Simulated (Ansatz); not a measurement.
# FGeH3: the cost of one run

Computed with Ansatz 0.2.0, Gaussian basis. Level: PBE0-D4/def2-TZVP structures, single points in def2-TZVPP, no counterpoise correction.

Levels: SPW92, PBE-D4, BLYP-D4, r2SCAN-D4, B97M-V, PBE0-D4, B3LYP-D4, r2SCAN0-D4, BHLYP-D4, CAM-B3LYP-D4, wB97X-V, wB97M-V, B2PLYP, PBE-QIDH, RPA on PBE, Hartree-Fock, MP2, CCSD, CCSD(T).

Cores are frozen in the correlated methods. Filled d shells of the heavier atoms are correlated. B3LYP uses VWN-RPA correlation. B2PLYP carries no dispersion term here.

95 further runs of the same task are left out: 1 that didn't finish, 94 set aside as unsound or not needed.

## (1) Starting geometry

The complex: 10 atoms, charge 0, spin multiplicity 1.

Atoms are counted from 1 here; the program's logs count them from 0.

Bond lengths: Ge1–H3 1.533 Å, Ge1–H4 1.533 Å, Ge1–H5 1.534 Å, Ge1–F7 1.742 Å, Si2–H6 1.483 Å, Si2–H8 1.486 Å, Si2–H9 1.486 Å, Si2–H10 1.485 Å. Angles: H3–Ge1–H4 112.7°, H3–Ge1–H5 112.4°, H3–Ge1–F7 106.3°, H4–Ge1–H5 112.4°, H4–Ge1–F7 106.3°, H5–Ge1–F7 106.1°, H6–Si2–H8 109.6°, H6–Si2–H9 109.6°, H6–Si2–H10 110.1°, H8–Si2–H9 109.0°, H8–Si2–H10 109.3°, H9–Si2–H10 109.3°.

Coordinates:

```xyz
10
FGeH7Si
Ge   -1.1455    1.8519    0.2597
Si    1.0749   -1.8452   -0.3090
H    -0.9661    3.0873   -0.6302
H    -2.3501    1.9714    1.2004
H    -1.1590    0.5471   -0.5461
H     1.5847   -0.8363    0.6504
F     0.2649    1.7759    1.2797
H     1.0023   -1.2488   -1.6679
H    -0.2851   -2.2806    0.1012
H     1.9789   -3.0228   -0.3382
```

Its parts: GeH3F holds atoms 1, 3, 4, 5, 7; SiH4 holds atoms 2, 6, 8, 9, 10. Each part counts its atoms afresh in its own runs.

## (2) Relaxing GeH3F alone

relax-a/in.yaml

```yaml
crystal:
  periodic: [false, false, false]
  atoms:
    - {symbol: Ge, position_ang: [-1.145516, 1.851915, 0.259672]}
    - {symbol: H, position_ang: [-0.966071, 3.087295, -0.630167]}
    - {symbol: H, position_ang: [-2.350063, 1.971414, 1.200381]}
    - {symbol: H, position_ang: [-1.159025, 0.547119, -0.546050]}
    - {symbol: F, position_ang: [0.264885, 1.775892, 1.279720]}
basis:
  gaussian: {orbitals: def2-TZVP}
hamiltonian: {xc: pbe0, dispersion: d4}
relax: {f_tol: 0.005, max_steps: 200}
```

On the command line:

```sh
$ ansatz run in.yaml --threads 4 --pin off --events-out ev --progress --plain --max-ram 9574MiB
```

**Question.** How long does this run take on 4 threads of Intel Xeon at 2.50GHz, shared host?

About 4.7 s.
